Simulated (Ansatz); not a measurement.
# Cl₃GaH₂O: up Jacob's ladder to CCSD(T)

One table from this session's results is given with a row withheld; the runs are named, their logs left out.

Computed with Ansatz 0.2.0, Gaussian basis. Level: functionals in def2-TZVPP, the program's frozen cores in correlated methods.

The runs, in order: LDA (SPW92), PBE-D4, revPBE-D4, BLYP-D4, r2SCAN-D4, B97M-V, PBE0-D4, B3LYP-D4, r2SCANh-D4, r2SCAN0-D4, HSE06-D4, BHLYP-D4, CAM-B3LYP-D4, LC-ωPBE, ωB97X-V, ωB97M-V, B2PLYP, PBE-QIDH; CCSD(T)/def2-SVP; CCSD(T)/def2-TZVPP; MP2/def2-QZVPP; extrapolation to the limit; RPA on PBE.

## The relaxed structure

The geometry comes from an earlier relaxation with PBE0-D4 in a triple-zeta def2 set; it is a stationary point, not always the lowest conformer.

SMILES `[OH2+][Ga-]([Cl])([Cl])[Cl]`, 7 atoms, charge 0, spin multiplicity 1.

Atoms are counted from 1 here; the program's logs count them from 0.

Bond lengths: O1–Ga2 2.077 Å, O1–H6 0.967 Å, O1–H7 0.967 Å, Ga2–Cl3 2.129 Å, Ga2–Cl4 2.152 Å, Ga2–Cl5 2.152 Å. Angles: Ga2–O1–H6 108.7°, Ga2–O1–H7 108.7°, H6–O1–H7 107.7°, O1–Ga2–Cl3 104.4°, O1–Ga2–Cl4 95.4°, O1–Ga2–Cl5 95.4°, Cl3–Ga2–Cl4 118.1°, Cl3–Ga2–Cl5 118.1°, Cl4–Ga2–Cl5 117.4°.

Coordinates:

| atom | x (Å) | y (Å) | z (Å) |
| --- | --- | --- | --- |
| O1 | -0.6358 | 0.5299 | 0.9079 |
| Ga2 | 0.5289 | -0.5391 | -0.4395 |
| Cl3 | 1.4398 | -2.0621 | 0.7372 |
| Cl4 | -1.1049 | -1.0932 | -1.7254 |
| Cl5 | 1.7373 | 1.1373 | -1.0388 |
| H6 | -1.5551 | 0.5062 | 0.6106 |
| H7 | -0.3488 | 1.4528 | 0.9023 |

The first run:

The input, in.yaml:

```yaml
crystal:
  periodic: [false, false, false]
  atoms:
    - {symbol: O, position_ang: [-0.635770, 0.529887, 0.907932]}
    - {symbol: Ga, position_ang: [0.528858, -0.539090, -0.439477]}
    - {symbol: Cl, position_ang: [1.439776, -2.062103, 0.737218]}
    - {symbol: Cl, position_ang: [-1.104862, -1.093182, -1.725411]}
    - {symbol: Cl, position_ang: [1.737269, 1.137295, -1.038784]}
    - {symbol: H, position_ang: [-1.555145, 0.506168, 0.610644]}
    - {symbol: H, position_ang: [-0.348825, 1.452826, 0.902278]}
basis:
  gaussian: {orbitals: def2-TZVPP}
hamiltonian: {xc: lda}
output: {orbitals: {seedname: orbitals}}
```

The run is started by

```console
$ ansatz run in.yaml --threads 4 --pin off --events-out ev --progress --plain --max-ram 10444MiB
```

Steps of the session up to this table: LDA; PBE-D4 (GGA); revPBE-D4 (GGA); BLYP-D4 (GGA); r2SCAN-D4 (meta-GGA); B97M-V (meta-GGA); B3LYP-D4 (hybrid); r2SCANh-D4 (hybrid); r2SCAN0-D4 (hybrid); HSE06-D4 (hybrid); BHLYP-D4 (hybrid); CAM-B3LYP-D4 (range-separated); LC-ωPBE (range-separated); ωB97X-V (range-separated); ωB97M-V (range-separated); B2PLYP (double hybrid); PBE-QIDH (double hybrid).

One of the session's tables, all rows but one given; the rest of the session is left out.

It belongs to the step «Frontier levels by functional». 

```
  functional  HOMO (eV)  gap (eV)
 LDA (SPW92)      -7.58      5.31
      PBE-D4          ?         ?
   revPBE-D4      -7.37      5.51
     BLYP-D4      -7.24      5.28
   r2SCAN-D4      -7.81      6.22
      B97M-V      -7.88      6.18
     PBE0-D4      -8.86      7.83
    B3LYP-D4      -8.56      7.17
  r2SCANh-D4      -8.33      7.08
  r2SCAN0-D4      -9.11      8.35
    HSE06-D4      -8.46      7.05
    BHLYP-D4     -10.13      9.90
CAM-B3LYP-D4     -10.23     10.08
     LC-ωPBE     -11.71     12.93
     ωB97X-V     -11.31     12.32
     ωB97M-V     -11.13     11.82
```

**Question.** Estimate the row for PBE-D4.

**Answer.** HOMO (eV): -7.43; gap (eV): 5.44. In the column «HOMO (eV)» it lies between LDA (SPW92) (-7.58) and revPBE-D4 (-7.37).
